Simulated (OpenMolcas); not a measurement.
**Mo³⁺ among point charges: CASSCF levels and susceptibility**

Aim: the splitting of the states of Mo³⁺ in the field of 5 point charges, its lowest levels with spin-orbit coupling and its magnetic susceptibility.

Method: state-averaged CASSCF, spin-orbit coupling by RASSI with atomic mean-field integrals. Code: OpenMolcas 26.06.

1 further run of the same task is left out (it didn't finish).

## Step 1: The atom as given

```
Species                           : Mo³⁺ (molybdenum, Z = 42, 39 electrons)
Basis                             : ANO-RCC-VTZP [7s6p4d2f1g], 68 functions
Scalar Hamiltonian                : DKH2, point nucleus
Inactive shells                   : 1s 2s 2p 3s 3p 3d 4s 4p
Active space                      : 3 electrons in 5 orbitals (4d)
Some configurations of this space : 4d3
Orbitals                          : optimised for each spin and parity, averaged over all roots
```

The outer shells:

4d3
```
4d [↑ ][↑ ][↑ ][  ][  ]
```

The ion sits among 5 point charges of -1.6 e arranged as a square pyramid (C4v), 1.81 Å from the ion, with the axial distance 1.738 Å. The active orbitals were held to one l.

The work runs as a chain of OpenMolcas steps in one folder; each step below is one input file. Labels, J, g values, rates, χT and fits are worked out afterwards by a script from the matrices that RASSI stores.

## Step 2: One- and two-electron integrals

Input file a.inp:

```
&GATEWAY
Coord
1

Mo 0.0 0.0 0.0
Basis=ANO-RCC-VTZP
Group=NoSym
NoMove
AngMom=0.0 0.0 0.0
AMFI
XField
5 Angstrom 0
1.810000 0.000000 0.000000 -1.600000
0.000000 1.810000 0.000000 -1.600000
-1.810000 0.000000 0.000000 -1.600000
0.000000 -1.810000 0.000000 -1.600000
0.000000 0.000000 1.737600 -1.600000
&SEWARD
```

Run with:

```
$ OMP_NUM_THREADS=1 MOLCAS_MEM=1689 MOLCAS_PROJECT=a pymolcas a.inp > a.log
```

## Step 3: Reference wave functions, quartets, 10 roots

Input file a.inp:

```
&RASSCF
FileOrb=start.orb
Symmetry=1
Spin=4
nActEl=3 0 0
Inactive=18
Ras2=5
CIRoot=10 10 1
SDav=10
CIMx=300
Iter=120 100
PrWF=0.3
OrbListing=Nothing
MaxOrb=0
SupSym
1
20 10 11 12 13 14 19 20 21 22 23 36 37 38 39 40 41 42 43 44 45
>>> COPY $Project.JobIph JOB001
```

start.orb holds the contracted functions of the basis, ordered by shell, or the orbitals of the step before.

## Step 4: Reference wave functions, doublets, 40 roots

Input file a.inp:

```
&RASSCF
FileOrb=start.orb
Symmetry=1
Spin=2
nActEl=3 0 0
Inactive=18
Ras2=5
CIRoot=40 40 1
SDav=40
CIMx=300
Iter=120 100
PrWF=0.3
OrbListing=Nothing
MaxOrb=0
SupSym
1
20 10 11 12 13 14 19 20 21 22 23 36 37 38 39 40 41 42 43 44 45
>>> COPY $Project.JobIph JOB002
```

## Step 5: State interaction with spin-orbit coupling

Input file a.inp:

```
&RASSI
NrOfJobIphs=2 10 40
1 2 3 4 5 6 7 8 9 10
1 2 3 4 5 6 7 8 9 10 11 12 13 14 15 16 17 18 19 20 21 22 23 24 25 26 27
28 29 30 31 32 33 34 35 36 37 38 39 40
IphNames
JOB001
JOB002
EJob
SpinOrbit
DIPRint=1.0
SOCoupling=1000.0
Subsets=2
Property=9
'ANGMOM' 1 'ANGMOM' 2 'ANGMOM' 3 'MLTPL  1' 1 'MLTPL  1' 2 'MLTPL  1' 3
'AMFI' 1 'AMFI' 2 'AMFI' 3
SOProperty=3
'ANGMOM' 1 'ANGMOM' 2 'ANGMOM' 3
```

Before running it: what results should come out? Wanted: spin-free ground state; first state of the same spin within the active space; lowest level; next level.

**Answer**, as computed:

| quantity | value |
| --- | --- |
| method | CASSCF |
| spin-free ground state | quartet, 1-fold in its orbital part |
| first state of the same spin within the active space | quartet at 11900 cm⁻¹ |
| lowest level | 2-fold, g = 1.86, 3.69, 3.69 |
| next level | 2.4 cm⁻¹ |
| χT at 300 K | 1.65 cm³ K/mol |
| effective moment at 300 K | 3.63 μB |

**Reading.** The spin-free ground state (quartet) comes to 100 % from free-ion F terms and keeps the highest spin of the shell. χT at 300 K is 1.65, against 1.88 cm³ K/mol for the spin alone, so spin-orbit coupling lowers it. The field of point charges can differ much from that of real complexes. Point charges carry no covalency, so the field is a model and not that of real ligands.
